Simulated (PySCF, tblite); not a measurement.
**CH7AlO3Si2, a small gas-phase stand-in for a defect centre: NMR shifts, core binding energies and electronic excitations, part 1 of 2**

Aim: the NMR shifts, core binding energies and electronic excitations of `[OH][Al]([OH])[O][Si]C[SiH3]`. It is drawn as: twofold Si.

Computed with tblite 0.8.0 and PySCF 2.14.0; each step states its level. No surroundings beyond the atoms listed, unless a continuum is named. Atoms count from 0, parts from 1.

### Step 1. The system as given

14 atoms, charge 0, multiplicity 1; geometry: distance geometry start.

### Step 2. Relaxing the cluster with GFN2-xTB

What the job is given:

```
{"job": {"kind": "relax", "xc": "GFN2-xTB", "basis": "xTB"}, "charge": 0, "multiplicity": 1}
Si    -0.101166     0.400070     0.980210
C     -1.691738    -0.338766     1.601686
Si    -2.782033    -0.749564     0.165083
O      1.212998     1.316039     0.218306
Al     1.244094     1.884355    -1.534849
O      2.132686     0.794431    -2.778752
O     -0.316603     2.717677    -2.162199
H     -1.476781    -1.184353     2.113892
H     -2.156812     0.369819     2.218232
H     -3.589523     0.390423    -0.135219
H     -1.989974    -1.076771    -0.940292
H     -3.614730    -1.825010     0.513736
H      1.714082     0.435287    -3.580157
H     -1.130149     2.260251    -2.399021
```

Method: GFN2-xTB geometry optimisation, gas phase.

On the command line:

```sh
> OMP_NUM_THREADS=1 python cluster_run.py task.json out
```

One launch serves the whole session: the jobs run in the order shown.

Log:

```text
step      E/eV     max force
  0    -611.83536    5.928
  1    -612.86646    4.000
  2    -613.66709    4.644
  3    -614.09658    1.825
  4    -614.33116    1.671
  5    -614.42141    1.146
  6    -614.54987    2.152
  7    -614.66805    1.824
  8    -614.91610    1.166
  9    -614.97936    0.601
 10    -615.03516    0.576
 11    -615.07775    0.783
 12    -615.13842    0.763
 13    -615.16759    0.444
 14    -615.19047    0.491
 15    -615.21261    0.426
 16    -615.28001    0.595
 17    -615.30880    0.559
 18    -615.34798    0.816
 19    -615.37168    0.533
 20    -615.39179    0.601
 21    -615.41355    0.453
 22    -615.43206    0.407
 23    -615.44627    0.411
 24    -615.45936    0.387
 25    -615.46791    0.266
 26    -615.47518    0.192
 27    -615.48005    0.221
 28    -615.48828    0.245
 29    -615.49549    0.248
 30    -615.50267    0.265
 31    -615.50656    0.238
 32    -615.50956    0.190
 33    -615.51226    0.199
 34    -615.51892    0.234
 35    -615.52288    0.279
 36    -615.52634    0.178
 37    -615.52780    0.093
 38    -615.52905    0.109
 39    -615.53090    0.190
 40    -615.53413    0.289
 41    -615.53887    0.310
 42    -615.54419    0.212
 43    -615.54876    0.152
 44    -615.55213    0.166
 45    -615.55540    0.206
 46    -615.56041    0.271
 47    -615.56841    0.369
 48    -615.58033    0.402
 49    -615.59410    0.370
 50    -615.60648    0.276
 51    -615.61556    0.263
 52    -615.62590    0.347
 53    -615.64552    0.514
 54    -615.67484    0.501
 55    -615.68156    0.548
 56    -615.70156    0.329
 57    -615.70944    0.158
 58    -615.71587    0.195
 59    -615.72119    0.251
 60    -615.72707    0.412
 61    -615.73589    0.275
 62    -615.74982    0.289
 63    -615.75589    0.268
 64    -615.76116    0.151
 65    -615.76386    0.203
 66    -615.76529    0.171
 67    -615.76677    0.137
 68    -615.76863    0.198
 69    -615.77165    0.270
 70    -615.77588    0.253
 71    -615.78078    0.180
 72    -615.78494    0.154
 73    -615.78838    0.151
 74    -615.79183    0.198
 75    -615.79539    0.254
 76    -615.80078    0.222
 77    -615.80686    0.287
 78    -615.81452    0.284
 79    -615.81964    0.384
 80    -615.82310    0.182
 81    -615.82603    0.120
 82    -615.82784    0.151
 83    -615.83134    0.166
 84    -615.83392    0.178
 85    -615.83774    0.135
 86    -615.83944    0.099
 87    -615.83990    0.265
 88    -615.84060    0.304
 89    -615.84190    0.155
 90    -615.84305    0.071
 91    -615.84517    0.144
 92    -615.84663    0.100
 93    -615.84880    0.090
 94    -615.85070    0.157
 95    -615.85244    0.147
 96    -615.85323    0.154
 97    -615.85377    0.176
 98    -615.85457    0.057
 99    -615.85530    0.052
100    -615.85612    0.054
101    -615.85683    0.052
102    -615.85749    0.049
103    -615.85789    0.042
104    -615.85830    0.037
105    -615.85859    0.045
106    -615.85893    0.043
107    -615.85914    0.032
108    -615.85927    0.028
109    -615.85939    0.028
110    -615.85956    0.036
111    -615.85981    0.044
112    -615.86008    0.038
113    -615.86030    0.032
114    -615.86049    0.032
115    -615.86070    0.030
116    -615.86088    0.040
117    -615.86102    0.037
118    -615.86110    0.027
119    -615.86119    0.021
120    -615.86132    0.031
121    -615.86146    0.028
122    -615.86160    0.031
123    -615.86174    0.033
124    -615.86194    0.029
125    -615.86217    0.037
126    -615.86234    0.025
127    -615.86243    0.036
128    -615.86247    0.015
129    -615.86251    0.013
130    -615.86256    0.014
131    -615.86262    0.014
132    -615.86266    0.013
133    -615.86269    0.012
134    -615.86272    0.014
135    -615.86274    0.011
136    -615.86275    0.011
137    -615.86276    0.011
138    -615.86278    0.008
```

It took 2.4 s on 1 thread of Arm Neoverse V1, shared host.

Relaxation path:

```
step  energy from step 0 (eV)  largest force (eV/Å)
   0                   0.0000                5.9280
   5                  -2.5861                1.1458
  10                  -3.1998                0.5759
  15                  -3.3773                0.4251
  20                  -3.5564                0.6010
  25                  -3.6325                0.2660
  30                  -3.6673                0.2658
  35                  -3.6875                0.2790
  40                  -3.6988                0.2887
  45                  -3.7200                0.2065
  50                  -3.7711                0.2757
  55                  -3.8462                0.5484
  60                  -3.8917                0.4122
  65                  -3.9285                0.2026
  70                  -3.9405                0.2523
  75                  -3.9600                0.2536
  80                  -3.9877                0.1820
  85                  -4.0024                0.1356
  90                  -4.0077                0.0713
  95                  -4.0171                0.1469
 100                  -4.0208                0.0533
 105                  -4.0232                0.0452
 110                  -4.0242                0.0362
 115                  -4.0253                0.0298
 120                  -4.0260                0.0312
 125                  -4.0268                0.0372
 130                  -4.0272                0.0140
 135                  -4.0274                0.0114
 138                  -4.0274                0.0083
```

Close pairs (by a distance rule), those that changed most:

```
   bond  before (Å)  after (Å)  change (Å)
Al4–H10       4.425      1.828      -2.597
 Al4–O6       1.877      1.649      -0.228
 Al4–O5       1.877      1.650      -0.227
 Si0–O3       1.774      1.589      -0.185
Si2–H10       1.399      1.552      +0.153
 O3–Al4       1.843      1.704      -0.140
 Si0–C1       1.861      1.975      +0.115
  C1–H7       1.012      1.094      +0.082
```

### Step 3. Relaxing the molecule at PBE0-D3(BJ)/def2-SVP

What the job is given:

```
{"job": {"xc": "PBE0", "basis": "def2-SVP", "d3": "d3bj", "grid": 2, "kind": "geom", "shake": 0.01}, "charge": 0, "multiplicity": 1}
Si     1.169069     0.360792     2.062522
C     -0.533048    -0.661269     1.985559
Si    -1.361599    -0.813185     0.282350
O      1.507022     0.751468     0.542817
Al     1.025980     0.764925    -1.108645
O      1.894481    -0.156798    -2.147509
O      0.130870     2.075126    -1.535141
H     -0.289169    -1.645218     2.381555
H     -1.226344    -0.207406     2.722540
H     -2.543842     0.021662     0.186217
H     -0.404052    -0.350461    -0.839795
H     -1.646950    -2.201389    -0.055388
H      2.509745    -0.772544    -2.461092
H     -0.238640     2.819688    -2.001580
```

Log:

```text
step   0  E = -1088.46577200  max force = 0.025624
step   1  E = -1088.47503803  max force = 0.008001
step   2  E = -1088.47099940  max force = 0.016472
step   3  E = -1088.47514093  max force = 0.006306
step   4  E = -1088.47585893  max force = 0.005734
step   5  E = -1088.47697084  max force = 0.006308
step   6  E = -1088.47790510  max force = 0.005143
step   7  E = -1088.47936824  max force = 0.008771
step   8  E = -1088.47991966  max force = 0.003484
step   9  E = -1088.48015277  max force = 0.002174
step  10  E = -1088.48023367  max force = 0.001425
step  11  E = -1088.48026585  max force = 0.000921
step  12  E = -1088.48029459  max force = 0.000845
step  13  E = -1088.48030712  max force = 0.000736
step  14  E = -1088.48032070  max force = 0.000641
step  15  E = -1088.48033411  max force = 0.000573
step  16  E = -1088.48035321  max force = 0.000670
step  17  E = -1088.48037278  max force = 0.000969
step  18  E = -1088.48039058  max force = 0.000783
step  19  E = -1088.48040863  max force = 0.000674
step  20  E = -1088.48043560  max force = 0.000772
step  21  E = -1088.48048216  max force = 0.001870
step  22  E = -1088.48057989  max force = 0.002462
step  23  E = -1088.48079656  max force = 0.002958
step  24  E = -1088.47895465  max force = 0.005271
step  25  E = -1088.48077431  max force = 0.002155
step  26  E = -1088.48098078  max force = 0.001260
step  27  E = -1088.48104555  max force = 0.000760
step  28  E = -1088.48106069  max force = 0.000640
step  29  E = -1088.48108652  max force = 0.000343
step  30  E = -1088.48109408  max force = 0.000371
optimisation converged
```

Run time: 7.8 min. Hardware: 1 thread of Arm Neoverse V1, shared host; peak memory 0.75 GiB.

Along the way: (the energy doesn't fall at every step)

```
step  energy from step 0 (eV)  largest force component (eV/Å)
   0                   0.0000                          1.3176
   1                  -0.2521                          0.4114
   2                  -0.1422                          0.8470
   3                  -0.2549                          0.3243
   4                  -0.2745                          0.2949
   5                  -0.3047                          0.3244
   6                  -0.3302                          0.2645
   7                  -0.3700                          0.4510
   8                  -0.3850                          0.1792
   9                  -0.3913                          0.1118
  10                  -0.3935                          0.0733
  11                  -0.3944                          0.0474
  12                  -0.3952                          0.0435
  13                  -0.3955                          0.0378
  14                  -0.3959                          0.0330
  15                  -0.3963                          0.0295
  16                  -0.3968                          0.0345
  17                  -0.3973                          0.0498
  18                  -0.3978                          0.0403
  19                  -0.3983                          0.0347
  20                  -0.3990                          0.0397
  21                  -0.4003                          0.0962
  22                  -0.4029                          0.1266
  23                  -0.4088                          0.1521
  24                  -0.3587                          0.2710
  25                  -0.4082                          0.1108
  26                  -0.4139                          0.0648
  27                  -0.4156                          0.0391
  28                  -0.4160                          0.0329
  29                  -0.4167                          0.0176
  30                  -0.4169                          0.0191
```

Close pairs (by a distance rule), those that changed most:

```
   bond  before (Å)  after (Å)  change (Å)
Al4–H10       1.833      2.003      +0.170
 Al4–O5       1.638      1.700      +0.062
 Al4–O6       1.643      1.699      +0.056
 Si0–O3       1.605      1.645      +0.040
 C1–Si2       1.900      1.860      -0.040
 Si2–H9       1.450      1.489      +0.039
Si2–H11       1.457      1.493      +0.036
 Si0–C1       1.987      1.951      -0.036
```

The final coordinates are the input of the step that follows.

```
                         at the end point                value
  point group (found at 0.08 Å tolerance)                   C1
rotational constants (GHz, main isotopes)  1.904, 1.031, 0.849
                        dipole moment (D)                 2.56
```

### Step 4. NMR shieldings: PBE0/pcSseg-1

What the job is given:

```
{"job": {"kind": "nmr", "xc": "PBE0", "basis": "pcSseg-1"}, "charge": 0, "multiplicity": 1}
Si     0.895617     0.634072     2.198237
C     -0.521669    -0.688168     1.973952
Si    -1.412477    -0.614286     0.342423
O      1.278866     0.917127     0.623399
Al     1.012087     0.766703    -1.076350
O      1.999954    -0.221830    -2.044591
O      0.097019     2.000402    -1.802764
H     -0.020765    -1.672847     2.071394
H     -1.228240    -0.625443     2.819849
H     -2.178609     0.650482     0.167347
H     -0.380057    -0.643741    -0.783647
H     -2.275464    -1.785996     0.007298
H      2.630205    -0.870341    -1.731204
H      0.097155     2.139618    -2.750594
```

Method: GIAO PBE0/pcSseg-1 NMR shielding, non-relativistic, gas phase.

Log:

```text
coarse grid: 13560 points
cycle   1  E = -1088.4723437614  dE =  5.934e-01  |g| = 1.353e+00  |ddm| = 3.566e+00
cycle   2  E = -1087.6836065594  dE =  7.887e-01  |g| = 2.370e+00  |ddm| = 2.783e+00
cycle   3  E = -1088.7897564703  dE = -1.106e+00  |g| = 3.161e-01  |ddm| = 2.106e+00
cycle   4  E = -1088.8074111569  dE = -1.765e-02  |g| = 1.346e-01  |ddm| = 3.116e-01
cycle   5  E = -1088.8107149993  dE = -3.304e-03  |g| = 2.072e-02  |ddm| = 9.964e-02
cycle   6  E = -1088.8107921922  dE = -7.719e-05  |g| = 8.609e-03  |ddm| = 2.568e-02
cycle   7  E = -1088.8108099212  dE = -1.773e-05  |g| = 1.648e-03  |ddm| = 8.571e-03
cycle   8  E = -1088.8108105155  dE = -5.944e-07  |g| = 4.973e-04  |ddm| = 2.273e-03
final grid: 118184 points
cycle   9  E = -1088.8803559557  dE = -1.658e-05  |g| = 1.035e-02  |ddm| = 1.552e-02
cycle  10  E = -1088.8803217898  dE =  3.417e-05  |g| = 1.697e-02  |ddm| = 1.755e-02
cycle  11  E = -1088.8803747516  dE = -5.296e-05  |g| = 1.362e-03  |ddm| = 1.159e-02
cycle  12  E = -1088.8803750883  dE = -3.367e-07  |g| = 3.491e-04  |ddm| = 1.109e-03
cycle  13  E = -1088.8803751089  dE = -2.058e-08  |g| = 5.659e-05  |ddm| = 2.787e-04
cycle  14  E = -1088.8803751094  dE = -5.871e-10  |g| = 2.596e-05  |ddm| = 7.908e-05
converged SCF energy = -1088.8803751094

GIAO shielding tensors (ppm)
atom      isotropic    diamagn.    paramagn.     s11        s22        s33       span
  0 Si      22.543     876.671    -854.127   -546.772    273.159    341.243    888.015
  1 C      157.572     263.703    -106.131    108.918    163.860    199.938     91.020
  2 Si     417.307     882.152    -464.845    392.067    411.143    448.711     56.644
  3 O       46.739     400.004    -353.265   -171.402      6.514    305.104    476.507
  4 Al     491.363     795.883    -304.520    433.412    497.571    543.106    109.694
  5 O      313.525     389.890     -76.365    287.075    303.390    350.109     63.033
  6 O      323.016     386.811     -63.795    303.805    314.809    350.435     46.630
  7 H       31.727      32.991      -1.264     27.737     30.738     36.707      8.970
  8 H       30.060      31.315      -1.255     26.942     29.003     34.234      7.293
  9 H       27.136      30.323      -3.187     23.710     25.817     31.882      8.172
 10 H       27.659      34.601      -6.942     23.443     27.035     32.500      9.057
 11 H       27.156      29.871      -2.715     24.005     24.780     32.683      8.677
 12 H       29.977      31.953      -1.976     22.133     23.728     44.070     21.936
 13 H       30.152      30.054       0.098     22.006     23.852     44.596     22.590
```

Wall time 30 s (1 thread of Arm Neoverse V1, shared host); peak memory 0.88 GiB.

Shifts follow as δ = σ(reference) − σ, with reference shieldings (ppm) from runs at the same level and on the same kind of geometry: $^{1}$H TMS 31.27, $^{13}$C TMS 184.4, $^{29}$Si TMS 352.0, $^{17}$O H2O 334.6, $^{27}$Al AlH4- 489.3. The references are single molecules in the gas phase, so shifts against H2O, NH3, PH3, H3PO4 or CFCl3 are not on the usual liquid scales and can be off by tens of ppm. Shifts against hydride references such as AlH4− lie on their own scale.

```
atoms                          environment  σ (ppm)  δ (ppm)
   C1           carbon bonded to 2 Si, 2 H    157.6     26.8
   H9    hydrogen on a silicon bonded to C    27.14     4.13
  H11    hydrogen on a silicon bonded to C    27.16     4.11
  H10    hydrogen on a silicon bonded to C    27.66     3.61
  H12   hydrogen on an oxygen bonded to Al    29.98     1.29
   H8  hydrogen on a carbon bonded to 2 Si    30.06     1.21
  H13   hydrogen on an oxygen bonded to Al    30.15     1.12
   H7  hydrogen on a carbon bonded to 2 Si    31.73    -0.46
  Si0               silicon bonded to C, O     22.5    329.4
  Si2             silicon bonded to C, 3 H    417.3    -65.3
   O3              oxygen bonded to Al, Si     46.7    287.8
   O5               oxygen bonded to Al, H    313.5     21.0
   O6               oxygen bonded to Al, H    323.0     11.5
  Al4              aluminium bonded to 3 O    491.4     -2.1
```

The run also stored atomic charges by several schemes (e):

```
atoms  Mulliken    IAO  Hirshfeld  ESP fit
  Si0      0.68   0.71       0.28    -0.17
   C1     -0.90  -0.86      -0.27     0.40
  Si2      0.47   0.67       0.35     0.20
   O3     -0.81  -0.85      -0.37    -0.31
  Al4      1.27   1.29       0.60     1.09
   O5     -0.65  -0.83      -0.40    -0.87
   O6     -0.65  -0.83      -0.40    -0.85
```

Mayer bond orders: Si0–C1 0.75, C1–Si2 0.95, Si0–O3 1.06, O3–Al4 0.72, Al4–O5 0.96, Al4–O6 0.98.

(Continued in part 2 of 2.)
